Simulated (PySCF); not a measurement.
# MoS₂: relaxation and vibrations of the singlet

Where does singlet MoS₂ go from a side-on start, is the end point a minimum, and what are its modes, charges and moments?

Computed with PySCF 2.14.0. Level: B3LYP, basis Mo def2-SVP with ECP28, S def2-SVP, scalar-relativistic core potentials, no spin–orbit coupling, density fitting.

### 1 The starting structure

3 atoms, charge 0, spin multiplicity 1.

Bond lengths: Mo1–S2 2.458 Å, Mo1–S3 2.458 Å, S2–S3 2.000 Å. Angles: S2–Mo1–S3 48.0°, Mo1–S2–S3 66.0°, Mo1–S3–S2 66.0°.

```xyz
3
charge 0 multiplicity 1
Mo    0.0000    0.0000   -0.8872
S     1.0000    0.0000    1.3584
S    -1.0000    0.0000    1.3584
```

### 2 Relaxing the singlet from the side-on start

One driver script runs all steps and calls PySCF; scf.py shows how it sets up the SCF of each step. The optimiser is the driver's own. Before each start the driver seeks the lowest SCF state from one or more starting densities and follows internal instabilities, so scf.py alone need not reach the same state.

The program finds C2v symmetry in the start, which this walk keeps. Threshold on the gradient: 0.0003 Eh/bohr, with a further test on the energy change.

Input file scf.py:

```python
from pyscf import gto, scf, dft
mol = gto.M(atom='''
Mo     0.000000     0.000000    -0.887203
S      1.000000    -0.000000     1.358403
S     -1.000000     0.000000     1.358403''',
    basis={'Mo': 'def2-SVP', 'S': 'def2-SVP'},
    ecp={'Mo': 'def2-SVP'},
    charge=0, spin=0)
mf = dft.RKS(mol, xc='B3LYP')
mf.grids.atom_grid = (50, 194)
aux = {'Mo': 'def2-universal-JKFIT', 'S': 'def2-universal-JKFIT'}
mf = mf.density_fit(auxbasis=aux)
mf.kernel()
```

The optimiser's trace:

```csv
step,energy (Eh),change (kJ/mol),largest symmetric gradient (Eh/bohr)
0,-864.265013,0.00,0.06824
1,-864.282273,-45.31,0.03952
2,-864.286028,-55.17,0.01636
3,-864.286534,-56.50,0.00304
4,-864.286553,-56.55,0.00039
5,-864.286554,-56.56,0.00015
```

The walk took 9.7 s on 4 threads, shared host.

After 5 steps and 56.6 kJ/mol it ends at C2v: Mo–S 2.263 Å (×2), S–S 2.124 Å; Mo–S–S 62.0° (×2), S–Mo–S 56.0°.

### 3 Vibrations and properties at this point

The point is checked on the finer grid, and tightened if its gradient asks for it. The Hessian and the dipole derivatives come from central differences of analytic gradients, with steps of 0.01 bohr.

scf.py: that of step 2 with these lines changed.

```diff
@@ -3,3 +3,3 @@
-Mo     0.000000     0.000000    -0.887203
-S      1.000000    -0.000000     1.358403
-S     -1.000000     0.000000     1.358403''',
+Mo     0.000000     0.000000    -0.789519
+S      1.062046    -0.000000     1.209030
+S     -1.062046     0.000000     1.209030''',
@@ -10 +10 @@
-mf.grids.atom_grid = (50, 194)
+mf.grids.atom_grid = (75, 302)
```

The driver hands on the density of the step before, so the log starts near convergence.

SCF at the final geometry:

```text
init E= -864.286604829954
  HOMO = -0.179537610052518  LUMO = -0.10561651029244  gap/eV = 2.01150
cycle= 1 E= -864.286604829182  delta_E= 7.72e-10  |g|= 5.16e-05  |ddm|= 6.96e-05
  HOMO = -0.179553956522554  LUMO = -0.105631965468494  gap/eV = 2.01152
cycle= 2 E= -864.286604816242  delta_E= 1.29e-08  |g|= 0.000209  |ddm|= 0.000282
  HOMO = -0.179540101064237  LUMO = -0.105618877331631  gap/eV = 2.01150
cycle= 3 E= -864.286604830005  delta_E= -1.38e-08  |g|= 5.64e-06  |ddm|= 0.000229
  HOMO = -0.179540522857844  LUMO = -0.105619290325996  gap/eV = 2.01150
cycle= 4 E= -864.286604830011  delta_E= -5.91e-12  |g|= 1.31e-06  |ddm|= 7.5e-06
  HOMO = -0.179540710498912  LUMO = -0.105619480838811  gap/eV = 2.01150
Extra cycle  E= -864.28660483001  delta_E= 9.09e-13  |g|= 2.84e-06  |ddm|= 5.18e-06
converged SCF energy = -864.28660483001
```

The whole step took 22 s.

Geometry: C2v; Mo–S 2.263 Å (×2), S–S 2.124 Å; Mo–S–S 62.0° (×2), S–Mo–S 56.0°.

Harmonic modes (main isotopes):

| symmetry | ω (cm⁻¹) | IR (km/mol) |
| --- | --- | --- |
| b2 | 209 | 7.2 |
| a1 | 382 | 14.3 |
| a1 | 515 | 16.4 |

Every mode is real; the point is a minimum.

Properties at this point:

```
Dipole moment                                                   : 3.70 D
Highest occupied level                                          : -4.89 eV
Lowest empty level                                              : -2.87 eV
Rotational constants                                            : 0.2337, 0.1091, 0.07439 cm⁻¹
Zero-point energy                                               : 6.6 kJ/mol
Principal polarisabilities                                      : 78.7, 83.5, 99.4 bohr³
Atomisation energy without zero-point energy                    : 512 kJ/mol
Principal traceless quadrupole moments about the centre of mass : -6.29, -0.64, 6.93 D Å
Entropy at 298.15 K and 1 bar                                   : 291.8 J/(mol K)
Heat capacity Cp at 298.15 K                                    : 52.3 J/(mol K)
Enthalpy at 298.15 K above 0 K                                  : 12.77 kJ/mol
Rotational symmetry number                                      : 2
```

Populations by atom (charges in e):

```json
{"atom": "Mo1", "Mulliken": "0.15", "Löwdin": "-0.51", "polar tensor": "0.65", "Mayer order to Mo1": "–"}
{"atom": "S2,3", "Mulliken": "-0.08", "Löwdin": "0.26", "polar tensor": "-0.32", "Mayer order to Mo1": "1.47"}
```

Outer orbital energies (eV). occupied: -16.78, -10.18, -9.38, -9.03, -7.88, -6.23, -5.09, -4.89; empty: -2.87, -2.51, -2.50, -2.40.

Mulliken populations on Mo1 (outside its core potential): s 2.70, p 6.15, d 4.99, f 0.01.

### 4 Stability of the closed shell

At the lowest minimum the closed shell is tested against spin polarisation, on the (50, 194) grid. It is unstable: an open-shell solution lies lower. That solution was not followed to a minimum here.

### 5 Summary of results

| quantity | value |
| --- | --- |
| minimum | singlet, C2v (closed shell, unstable towards spin polarisation) |
| geometry | Mo–S 2.263 Å (×2), S–S 2.124 Å; Mo–S–S 62.0° (×2), S–Mo–S 56.0° |
| wavenumbers (cm⁻¹) | 209 (b2), 382 (a1), 515 (a1) |
| dipole moment | 3.70 D |
| highest occupied, lowest empty level | -4.89, -2.87 eV |
| polar-tensor charge of Mo1 | +0.65 e |
| zero-point energy | 6.6 kJ/mol |

The molecule stays C2v, as typed, and the end point is a minimum. In the infrared the band at 515 cm⁻¹ (a1) leads. Other starts or spin states, not run here, may lie lower. Spin polarisation would lower this closed shell, so its numbers describe a constrained state.

The search up to here took 42 s.
